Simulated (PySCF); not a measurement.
# CHBF2S: the cost of one run

Computed with PySCF 2.14.0, with density-fitted response routines of our own, on a single molecule in the gas phase. Atoms count from 0, in the outputs and in this text.

## 1. The starting structure

6 atoms, charge 0, multiplicity 1; geometry from: GFN2-xTB. The atoms were then displaced at random by about 0.01 Å, so the start is not that level's minimum.

Bonds of the start (Å): F0–B1 1.30, B1–F2 1.30, B1–C3 1.52, C3–S4 1.65, C3–H5 1.10.

## 2. Relaxing the molecule at PBE0-D3(BJ)/def2-SVP

Job settings and geometry (Å):

```
{"job": {"xc": "PBE0", "basis": "def2-SVP", "d3": "d3bj", "grid": 1, "shake": 0.01, "kind": "geom"}, "charge": 0, "multiplicity": 1}
F      1.265390     1.318790     0.027990
B      0.762970     0.120490     0.100290
F      1.644430    -0.807350     0.351530
C     -0.703170    -0.230660    -0.094340
S     -1.912900     0.841760    -0.414870
H     -1.032560    -1.273050    -0.015250
```

Command:

```sh
OMP_NUM_THREADS=1 python probes_run.py task.json out
```

This one command runs all jobs of the session in turn.

Q: Estimate the wall time and peak memory of this first job on 1 thread of Arm Neoverse V1, shared host.

About 13 s, with a peak of 0.33 GiB.
